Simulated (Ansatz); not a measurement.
**K2TaNbO6 and its K-free host: average intercalation voltage**

A script is to give an average intercalation voltage; the system is K2TaNbO6 and its K-free host.

The COD entry's cell or inner coordinates are ideal or old and differ from later refinements, so a difference from it is no clean test against experiment.

Program: the Python package of Ansatz 0.2.0. Level of theory: DFT PBEsol, plane waves, PAW. These are calculated values, not measurements.

## Step 1: The system

K2TaNbO6 Fm-3m: It takes space group Fm-3m (No. 225, cubic). The conventional cell has a = 8.089 Å, b = 8.089 Å, c = 8.089 Å, α = 90.00°, β = 90.00°, γ = 90.00°. K (site symmetry -43m) is surrounded by 12 O at 2.86 Å. Ta (site symmetry m-3m) has 6 O at 2.01 Å as nearest neighbours. Nb (site symmetry m-3m) has 6 O at 2.03 Å as nearest neighbours. Only part of the 4 independent sites is listed.

K Im-3m: It takes space group Im-3m (No. 229, cubic). The conventional cell has a = 5.225 Å, b = 5.225 Å, c = 5.225 Å, α = 90.00°, β = 90.00°, γ = 90.00°.

TaNbO6 Fm-3m: It takes space group Fm-3m (No. 225, cubic). The conventional cell has a = 8.089 Å, b = 8.089 Å, c = 8.089 Å, α = 90.00°, β = 90.00°, γ = 90.00°. Around Ta (site symmetry m-3m) lie 6 O at 2.01 Å. Nb (site symmetry m-3m) has 6 O at 2.03 Å as nearest neighbours. O (site symmetry 4mm) is surrounded by 1 Ta at 2.01 Å and 1 Nb at 2.03 Å.

No structure file is read: the coordinates are typed or built in the script.

## Step 2: The code

voltage_k2tanbo6.py

```python
"""Removing K from K2TaNbO6: voltage and change of volume, after relaxing cells and atoms."""

from collections import Counter
import warnings

import ansatz
from ase.data import atomic_masses, atomic_numbers
import numpy as np

PHASES = {
    "K2TaNbO6": (
        [(0.0, 4.044428, 4.044428), (4.044428, 0.0, 4.044428), (4.044428, 4.044428, 0.0)],
        [
            ("K", (0.25, 0.25, 0.25)),
            ("K", (0.75, 0.75, 0.75)),
            ("Ta", (0.5, 0.5, 0.5)),
            ("Nb", (0.0, 0.0, 0.0)),
            ("O", (0.749028, 0.250972, 0.250972)),
            ("O", (0.250972, 0.749028, 0.749028)),
            ("O", (0.250972, 0.749028, 0.250972)),
            ("O", (0.749028, 0.250972, 0.749028)),
            ("O", (0.250972, 0.250972, 0.749028)),
            ("O", (0.749028, 0.749028, 0.250972)),
        ],
    ),
    "K": (
        [(-2.6125, 2.6125, 2.6125), (2.6125, -2.6125, 2.6125), (2.6125, 2.6125, -2.6125)],
        [
            ("K", (0.0, 0.0, 0.0)),
        ],
    ),
}


def build(vectors, sites):
    crystal = ansatz.Crystal(lattice=ansatz.Lattice.of(vectors))
    for symbol, position in sites:
        crystal = crystal.atom(symbol, position)
    return crystal


def run_phase(name, crystal):
    calc = (
        crystal.calculation()
        .functional("pbesol")
        .basis(41 * ansatz.Ry)
        .kpoints(spacing=0.15)  # the mesh must be finer for metals
        .occupations("fermi_dirac", width=0.02)  # smearing steadies the SCF of a metal
        .band_table()  # levels at the mesh points
    )
    calc = calc.relax(force_tolerance=0.01, cell=True)
    return calc.run(threads=1, pin="off")

def relaxed_twice(name, crystal):
    # the second pass draws mesh and plane waves anew for the relaxed cell
    first = run_phase(name, crystal)
    again = ansatz.Crystal(lattice=ansatz.Lattice.of(first.lattice.cell_ang))
    for site in first.report["lattice"]["sites"]:
        again = again.atom(site["symbol"], site["position_frac"])
    return run_phase(name, again)


def counts(outcome):
    return Counter(site.symbol for site in outcome.lattice.sites)


def gap_ev(outcome):
    # nan where the run reports no band edges: a metal, overlapping bands, or a gap that is small against the smearing
    edges = outcome.report.get("band_edges_ev")
    return edges[1] - edges[0] if edges else float("nan")


def main() -> None:
    warnings.simplefilter("ignore", ansatz.DeckWarning)

    phases = {name: build(*cell) for name, cell in PHASES.items()}
    # empty the sites of the mobile ion
    host = phases["K2TaNbO6"].resolved()
    for site in phases["K2TaNbO6"].resolved().sites:
        if site.symbol == "K":
            host = host.vacancy("K", at=site.position)
    phases["TaNbO6"] = host.resolved()

    done = {}
    for name, crystal in phases.items():
        done[name] = relaxed_twice(name, crystal)
        print(f"{name}: {done[name].report['energy_sigma0_ev']:.4f} eV, {len(done[name].lattice.sites)} atoms")

    full, empty, metal = done["K2TaNbO6"], done["TaNbO6"], done["K"]
    n = counts(full)["K"]
    reaction = full.report["energy_sigma0_ev"] - empty.report["energy_sigma0_ev"] - n * metal.report["energy_sigma0_ev"] / len(metal.lattice.sites)
    voltage = -reaction / n
    v_full, v_empty = (abs(np.linalg.det(o.lattice.cell_ang)) for o in (full, empty))
    print(f"average voltage {voltage:.3f} V for {n} K per cell")
    print(f"cell volume {v_empty:.2f} -> {v_full:.2f} A^3 on insertion ({100 * (v_full / v_empty - 1):+.1f} %)")
    print("gaps on the mesh (eV): full", round(gap_ev(full), 2), "empty", round(gap_ev(empty), 2))
    mass = sum(k * atomic_masses[atomic_numbers[e]] for e, k in counts(full).items())
    capacity = 26801 * 1 * n / mass
    print(f"capacity {capacity:.0f} mAh/g of the full compound, energy {capacity * voltage:.0f} Wh/kg")


if __name__ == "__main__":
    main()
```

## Step 3: What the engine is handed

The package turns the script's settings into the engine's input (first run):

```yaml
crystal:
  lattice:
    - [0.0, 4.044428, 4.044428]
    - [4.044428, 0.0, 4.044428]
    - [4.044428, 4.044428, 0.0]
  atoms:
    - { symbol: K, position: [0.25, 0.25, 0.25] }
    - { symbol: K, position: [0.75, 0.75, 0.75] }
    - { symbol: Ta, position: [0.5, 0.5, 0.5] }
    - { symbol: Nb, position: [0.0, 0.0, 0.0] }
    - { symbol: O, position: [0.749028, 0.250972, 0.250972] }
    - { symbol: O, position: [0.250972, 0.749028, 0.749028] }
    - { symbol: O, position: [0.250972, 0.749028, 0.250972] }
    - { symbol: O, position: [0.749028, 0.250972, 0.749028] }
    - { symbol: O, position: [0.250972, 0.250972, 0.749028] }
    - { symbol: O, position: [0.749028, 0.749028, 0.250972] }
basis:
  ecutwfc: 557.833418042754
kpoints:
  mp_grid:
    kspacing: 0.15
hamiltonian:
  xc: pbesol
scf:
  occupations:
    method: fermi_dirac
    width: 0.02
relax:
  f_tol: 0.01
  cell: {}
output:
  eigenvalues: true
```

## Step 4: Running it

Launch:

```sh
$ python voltage_k2tanbo6.py
```

**Question.** What average voltage follows, and how does the cell's volume answer?

As calculated:

| quantity | value |
| --- | --- |
| average voltage | 4.679 V |
| capacity | 120 mAh/g |
| runs compared | 6 |

What this shows: The voltage is an average between the two end compositions, without entropy or volume terms. The average voltage against K metal is 4.679 V for 2 K a cell, and insertion changes the volume by +5.1 %. Run 2: After 0 moves the largest shift is 0.000 Å. The start was already close to the minimum. Run 6: After 0 moves the largest shift is 0.000 Å. The start was already close to the minimum. Caveats:
- The run is spin-unpolarised.
- The emptied host keeps the framework's symmetry and may not be a stable phase; the voltage is an average over full removal at zero temperature. Mesh, spin state and self-interaction can shift such a voltage by tenths of a volt. It is a formal energy of removing every such ion; where the cations can't give all the electrons, the anions are oxidised, and no electrode works so. Spin-orbit coupling is left out, though heavy elements are present. Whether this is the phase that is stable at ambient conditions was not tested.
